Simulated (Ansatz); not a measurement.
# TiTe3Mo: the cost of one run

Computed with Ansatz 0.2.0 (DFT PBE, scalar-relativistic, plane waves, PAW, unless a step's input says otherwise).

## Step 1: The system as given

The structure is cubic, space group Pm-3m (No. 221). The conventional cell has a = 4.879 Å, b = 4.879 Å, c = 4.879 Å, α = 90.00°, β = 90.00°, γ = 90.00°. Ti (site symmetry m-3m) is surrounded by 12 Te at 3.45 Å. Te (site symmetry 4/mmm) is surrounded by 2 Mo at 2.44 Å and 4 Ti at 3.45 Å and 8 Te at 3.45 Å. Around Mo (site symmetry m-3m) lie 6 Te at 2.44 Å.

Coordinates:

```
CELL_PARAMETERS angstrom
4.87901 0.00000 0.00000
0.00000 4.87901 0.00000
0.00000 0.00000 4.87901
ATOMIC_POSITIONS crystal
Ti 0.00000 0.00000 0.00000
Te 0.00000 0.50000 0.50000
Te 0.50000 0.00000 0.50000
Te 0.50000 0.50000 0.00000
Mo 0.50000 0.50000 0.50000
```

Recipe of the guess: species swapped into a database cell of RbHgF3 (Pm-3m, No. 221), with Ti on the Rb sites, Mo on the Hg sites and Te on the F sites. Its size is a rough estimate.

## Step 2: The guess as it stands, on a coarse mesh

The input, input.yaml:

```yaml
crystal:
  lattice:
    - [4.87901001, 0.0, 0.0]
    - [0.0, 4.87901001, 0.0]
    - [0.0, 0.0, 4.87901001]
  atoms:
    - { symbol: Ti, position: [0.0, 0.0, 0.0] }
    - { symbol: Te, position: [0.0, 0.5, 0.5] }
    - { symbol: Te, position: [0.5, 0.0, 0.5] }
    - { symbol: Te, position: [0.5, 0.5, 0.0] }
    - { symbol: Mo, position: [0.5, 0.5, 0.5] }
basis:
  ecutwfc: 420
kpoints:
  mp_grid: { grid: [4, 4, 4] }
hamiltonian:
  xc: pbe
scf:
  occupations: { method: gaussian, width: 0.1 }
  lower_state_search: "off"
output:
  forces: true
  stress: true
  eigenvalues: true
```

The run is started by

```
> ansatz run input.yaml --threads 1 --pin off --max-ram 2560MiB --backend cpu --events-out ev --progress --plain --runs-dir out
```

Q: Estimate wall time and peak memory on 1 thread of Arm Neoverse V1, shared host.

About 3.6 s, with a peak of 0.39 GiB.
